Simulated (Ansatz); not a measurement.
# F3HSeTi: the cost of one run

Program: Ansatz 0.2.0, Gaussian basis. Level of theory: the settings change from run to run. These are calculated values, not measurements.

**1. The relaxed structure**

The geometry comes from an earlier relaxation with PBE0-D4 in a triple-zeta def2 set; it is a stationary point.

SMILES `[F][Ti]([F])([F])[SeH]`, 6 atoms, charge 0, spin multiplicity 1.

Atoms are counted from 1 here; the program's logs count them from 0.

Bond lengths: F1–Ti2 1.744 Å, Ti2–F3 1.737 Å, Ti2–F4 1.744 Å, Ti2–Se5 2.410 Å, Se5–H6 1.474 Å. Angles: F1–Ti2–F3 112.3°, F1–Ti2–F4 108.0°, F1–Ti2–Se5 109.6°, F3–Ti2–F4 112.2°, F3–Ti2–Se5 105.0°, F4–Ti2–Se5 109.6°, Ti2–Se5–H6 88.5°.

**2. revPBE0/cc-pVTZ**

This run has atoms shaken by 0.08 Å, D4 dispersion.

File in.yaml:

```yaml
crystal:
  periodic: [false, false, false]
  atoms:
    - {symbol: F, position_ang: [-0.912845, -1.042921, 1.339977]}
    - {symbol: Ti, position_ang: [0.262409, -0.617329, 0.116162]}
    - {symbol: F, position_ang: [2.051282, -0.683642, 0.661360]}
    - {symbol: F, position_ang: [-0.057189, -1.390301, -1.405329]}
    - {symbol: Se, position_ang: [0.032175, 1.847026, -0.045696]}
    - {symbol: H, position_ang: [-1.336707, 1.627427, -0.482909]}
basis:
  gaussian: {orbitals: cc-pVTZ}
hamiltonian: {xc: {name: revPBE0}, dispersion: d4}
```

Started as:

```
> ansatz run in.yaml --threads 4 --pin off --events-out ev --progress --plain --max-ram 10444MiB
```

What time and memory should one allow on 4 threads of Arm Neoverse V2, shared host?

About 3.5 s, with a peak of 0.58 GiB.
